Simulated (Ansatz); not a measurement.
# FGeH2O: the cost of one run

Computed with Ansatz 0.2.0 through its Python package. Level of theory: B3LYP/def2-SVP.

## Step 1: The structure

Bond lengths: O1–Ge2 1.841 Å, Ge2–F3 1.778 Å, O1–H4 0.950 Å, Ge2–H5 1.550 Å. Angles: O1–Ge2–F3 111.3°, O1–Ge2–H5 108.4°, F3–Ge2–H5 108.6°, Ge2–O1–H4 107.4°.

No structure file is read: the coordinates are typed or built in the script.

## Step 2: Script

File fgeh2o.py:

```python
"""Restricted and unrestricted solutions of FGeH2O, stretched and not."""

import ansatz as az
from ase import Atoms
import numpy as np

atoms = Atoms(["O", "Ge", "F", "H", "H"], positions=[
    (1.247, -0.2005, -0.3574),
    (-0.3716, 0.3038, 0.3596),
    (-1.1134, 1.6188, -0.5796),
    (1.6096, -0.8749, 0.2051),
    (-1.3217, -0.9208, 0.331),
])
system = az.Crystal.molecule_from_ase(atoms)
symbols = [site.symbol for site in system.cartesian_sites]

start = np.array([site.position_ang for site in system.cartesian_sites])
for factor in [1.0, 1.25, 1.6]:
    xyz = (start - start.mean(axis=0)) * factor
    scaled = az.Crystal.molecule()
    for symbol, place in zip(symbols, xyz):
        scaled = scaled.atom(symbol, place.tolist())
    setup = scaled.calculation().basis(gaussian="def2-SVP").functional("b3lyp").spin("collinear", total=1)
    for search in ("off", "standard"):
        try:
            rep = setup.scf(lower_state_search=search).run(threads=1, pin="off").report
        except az.AnsatzError as error:
            print(f"x{factor} search {search}: {type(error).__name__}")
            continue
        state = rep["mean_field"]["state"]
        print(f"all distances x{factor}, search {search:8s} E = {rep['free_energy_ev']:.5f} eV  <S^2> = {abs(state['spin_squared']):.3f}  other states met: {len(rep['mean_field']['others'])}")
```

## Step 3: Running it

Run with:

```console
python fgeh2o.py
```

What time and memory should one allow on 1 thread of Arm Neoverse V2, shared host?

About 21 s, with a peak of 0.26 GiB.
